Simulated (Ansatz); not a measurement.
# W: the cost of one run

Program: Ansatz 0.2.0. Level of theory: DFT LDA, scalar-relativistic. These are calculated values, not measurements.

## Step 1: Starting point

It takes space group Fm-3m (No. 225, cubic). The conventional cell has a = 4.060 Å, b = 4.060 Å, c = 4.060 Å, α = 90.00°, β = 90.00°, γ = 90.00°. Around W (site symmetry m-3m) lie 12 W at 2.87 Å.

Structure file:

```
W
1.0
     0.00000    2.03000    2.03000
     2.03000    0.00000    2.03000
     2.03000    2.03000    0.00000
W
1
Direct
  0.00000 0.00000 0.00000
```

## Step 2: After the deformation

Space group Fm-3m before, R-3m after.

## Step 3: Full-potential LAPW

Input file input.yaml:

```yaml
crystal:
  lattice:
    - [-0.0609, 1.99955, 1.99955]
    - [1.99955, -0.0609, 1.99955]
    - [1.99955, 1.99955, -0.0609]
  atoms:
    - { symbol: W, position: [0.0, 0.0, 0.0] }
kpoints:
  mp_grid: { grid: [14, 14, 14] }
  band_path:
    path:
      - [0.0, 0.0, 0.0]
      - [0.5, 0.5, 0.5]
      - [0.2579113083, 0.5, 0.7420886917]
      - [-0.2579113083, 0.2579113083, 0.5]
      - [0.0, 0.0, 0.5]
      - [0.0, 0.0, 0.0]
      - [-0.3789556542, 0.0, 0.3789556542]
      - [0.0, 0.3789556542, 0.6210443458]
      - [0.0, 0.5, 0.5]
    npoints: 5
scf:
  occupations: { method: fermi_dirac, width: 0.05 }
hamiltonian:
  xc: lda
  pseudopotentials: { kind: all_electron, lapw: { basis_error: 0.00025 } }
output:
  forces: true
  stress: true
  eigenvalues: true
```

On the command line:

```console
$ ansatz run input.yaml --threads 1 --pin off --max-ram 3072MiB --backend cpu --events-out ev --progress --plain --runs-dir out
```

What time and memory should one allow on 1 thread of Intel Xeon 6975P-C (Granite Rapids), shared host?

About 26 s, with a peak of 0.65 GiB.
